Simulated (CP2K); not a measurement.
## PbSe: one setting at a time in CP2K

Simulated with CP2K 2026.2. This is a test of settings. The cell was built from a prototype and was relaxed with r2SCAN in plane waves (Ansatz 0.2.0). Not every such cell is a known phase. All runs are without spin polarisation.

The symmetry is Fm-3m (No. 225, cubic); a = 6.177 Å in the conventional setting, 29.47 Å³ an atom. Around Pb lie 6 Se at 3.09 Å; around Se lie 6 Pb at 3.09 Å.

The base run uses PBE in the SZV-MOLOPT-SR basis.

```
&GLOBAL
 PROJECT run
 RUN_TYPE ENERGY_FORCE
 PRINT_LEVEL LOW
&END GLOBAL
&FORCE_EVAL
 METHOD QS
 STRESS_TENSOR ANALYTICAL
 &DFT
  BASIS_SET_FILE_NAME BASIS_MOLOPT
  POTENTIAL_FILE_NAME GTH_POTENTIALS
  &QS
   EXTRAPOLATION USE_GUESS
  &END QS
  &MGRID
   CUTOFF 350
   REL_CUTOFF 50
  &END MGRID
  &XC
   &XC_FUNCTIONAL PBE
   &END XC_FUNCTIONAL
  &END XC
  &KPOINTS
   SCHEME MONKHORST-PACK 5 5 5
   SYMMETRY F
   FULL_GRID F
  &END KPOINTS
  &SCF
   ADDED_MOS 8
   EPS_SCF 1e-6
   MAX_SCF 80
   &DIAGONALIZATION
   &END DIAGONALIZATION
   &MIXING
    METHOD BROYDEN_MIXING
    ALPHA 0.3
   &END MIXING
   &SMEAR
    METHOD FERMI_DIRAC
    ELECTRONIC_TEMPERATURE [K] 232
   &END SMEAR
   &PRINT
    &ITERATION_INFO
    &END ITERATION_INFO
   &END PRINT
  &END SCF
  &PRINT
   &BAND_STRUCTURE
    FILE_NAME bands.bs
    ADDED_MOS 6
    &KPOINT_SET
     UNITS B_VECTOR
     SPECIAL_POINT 0.00000000 0.00000000 0.00000000
     NPOINTS 0
    &END KPOINT_SET
    &KPOINT_SET
     UNITS B_VECTOR
     SPECIAL_POINT 0.50000000 0.00000000 0.50000000
     NPOINTS 0
    &END KPOINT_SET
    &KPOINT_SET
     UNITS B_VECTOR
     SPECIAL_POINT 0.62500000 0.25000000 0.62500000
     NPOINTS 0
    &END KPOINT_SET
    &KPOINT_SET
     UNITS B_VECTOR
     SPECIAL_POINT 0.37500000 0.37500000 0.75000000
     NPOINTS 0
    &END KPOINT_SET
    &KPOINT_SET
     UNITS B_VECTOR
     SPECIAL_POINT 0.50000000 0.50000000 0.50000000
     NPOINTS 0
    &END KPOINT_SET
    &KPOINT_SET
     UNITS B_VECTOR
     SPECIAL_POINT 0.50000000 0.25000000 0.75000000
     NPOINTS 0
    &END KPOINT_SET
    &KPOINT_SET
     UNITS B_VECTOR
     SPECIAL_POINT 0.00000000 0.00000000 0.50000000
     NPOINTS 0
    &END KPOINT_SET
   &END BAND_STRUCTURE
  &END PRINT
 &END DFT
 &SUBSYS
  &CELL
   A 4.36808457 0.00000000 0.00000000
   B 2.18404229 3.78287220 0.00000000
   C 2.18404229 1.26095740 3.56652612
  &END CELL
  &COORD
   SCALED
   Pb -0.00000000 0.00000000 0.00000000
   Se 0.50000000 0.50000000 0.50000000
  &END COORD
  &KIND Pb
   BASIS_SET SZV-MOLOPT-SR-GTH
   POTENTIAL GTH-PBE
  &END KIND
  &KIND Se
   BASIS_SET SZV-MOLOPT-SR-GTH
   POTENTIAL GTH-PBE
  &END KIND
 &END SUBSYS
 &PRINT
  &STRESS_TENSOR
  &END STRESS_TENSOR
  &FORCES
  &END FORCES
 &END PRINT
&END FORCE_EVAL
```

Command: `cp2k.psmp -i run.inp`. It took 2.8 s on 2 threads of Arm Neoverse V1, on a shared host, peak memory 0.23 GiB.

It converged with a gap of 0.39 eV and a pressure of 2.66 GPa (positive in compression). Pressures on CP2K's grid carry noise of some tenths of a GPa.

Each further run moved one setting: XC_FUNCTIONAL (functional, with the PBE potentials kept); REL_CUTOFF (grid cutoff relative to the Gaussians, in Ry); ELECTRONIC_TEMPERATURE (smearing temperature in K); KPOINTS (Monkhorst-Pack mesh). Changes are from the base run, which isn't itself converged in every setting; energies of another Hamiltonian, functional, basis or charge aren't compared, and those at a high electronic temperature are mostly its entropy term. CP2K's gap is over the listed points.

```json
{"setting": "XC_FUNCTIONAL = OLYP", "how it ended": "converged", "gap change (eV)": "0.17", "energy change (meV/atom)": "–", "pressure change (GPa)": "0.89", "time (s)": "2.9"}
{"setting": "XC_FUNCTIONAL = PADE", "how it ended": "converged", "gap change (eV)": "-0.15", "energy change (meV/atom)": "–", "pressure change (GPa)": "-1.90", "time (s)": "2.5"}
{"setting": "REL_CUTOFF = 30", "how it ended": "converged", "gap change (eV)": "0.00", "energy change (meV/atom)": "-0.7", "pressure change (GPa)": "0.03", "time (s)": "2.4"}
{"setting": "ELECTRONIC_TEMPERATURE = 1000", "how it ended": "converged", "gap change (eV)": "0.00", "energy change (meV/atom)": "0.0", "pressure change (GPa)": "0.00", "time (s)": "2.9"}
{"setting": "KPOINTS = 3x3x3", "how it ended": "converged", "gap change (eV)": "0.03", "energy change (meV/atom)": "-58.2", "pressure change (GPa)": "-0.50", "time (s)": "2.5"}
{"setting": "REL_CUTOFF = 10 (poor on purpose)", "how it ended": "converged", "gap change (eV)": "0.29", "energy change (meV/atom)": "-345.6", "pressure change (GPa)": "6.73", "time (s)": "2.4"}
```

REL_CUTOFF = 30 changes nothing that matters here. ELECTRONIC_TEMPERATURE = 1000 changes nothing that matters here.

Spin-orbit coupling is left out; in compounds of Pb, Bi, Tl or Hg it can lower a gap by up to about 1 eV, split its edges or invert the bands.
